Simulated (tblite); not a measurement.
# C7H15OPSi: the cost of one run

Computed with tblite 0.8.0 and PySCF 2.14.0, with density-fitted response routines of our own, on a single molecule, in the gas phase or a continuum. Atoms are numbered from 0 throughout.

## (1) Starting geometry

25 atoms, charge 0, multiplicity 1; geometry from: force field or distance geometry start.

Bonds of the start (Å): C0–C1 1.54, C1–C2 1.51, C1–P3 1.81, P3–O4 1.49, P3–C5 1.80, C5–C6 1.50, C6–C7 1.34, C7–Si8 1.84, C7–C9 1.51, C9–P3 1.79, C0–H10 1.09, C0–H11 1.09, C0–H12 1.11, C1–H13 1.10, C2–H14 1.11, C2–H15 1.08, C2–H16 1.10, C5–H17 1.09, C5–H18 1.10, C6–H19 1.10, Si8–H20 1.48, Si8–H21 1.48, Si8–H22 1.49, C9–H23 1.09, C9–H24 1.09.

## (2) Optimising the geometry with GFN2-xTB

The job: settings as JSON, then the geometry in Å.

```
{"job": {"kind": "relax", "xc": "GFN2-xTB", "basis": "xTB"}, "charge": 0, "multiplicity": 1}
C     -1.596000    -1.161500     0.678300
C     -1.842000     0.317300     0.340400
C     -2.724200     0.427100    -0.878500
P     -0.341900     1.312300     0.165300
O     -0.608800     2.733400    -0.195300
C      0.608600     1.118200     1.680800
C      1.700700     0.164500     1.283000
C      1.797100    -0.173400    -0.009000
Si     3.048500    -1.315300    -0.738700
C      0.777200     0.447900    -0.939800
H     -1.014000    -1.270500     1.589100
H     -1.076100    -1.673300    -0.126500
H     -2.560600    -1.676900     0.848000
H     -2.379600     0.752100     1.191000
H     -2.972400     1.488600    -1.083600
H     -2.237900     0.028700    -1.756900
H     -3.675000    -0.104000    -0.736500
H      0.010200     0.716000     2.504100
H      1.051300     2.075200     1.998500
H      2.383900    -0.209100     2.055500
H      3.826900    -0.587700    -1.767000
H      2.344100    -2.455800    -1.369800
H      3.956300    -1.808800     0.334300
H      1.260300     1.165200    -1.608900
H      0.252100    -0.285700    -1.546900
```

Command:

```sh
OMP_NUM_THREADS=1 python probes_run.py task.json out
```

One launch serves the whole session: the jobs run in the order shown.

Q: Estimate the wall time and peak memory of this first job on 1 thread of Intel Xeon Platinum 8488C, shared host.

About 1.3 s, with a peak of 0.18 GiB.
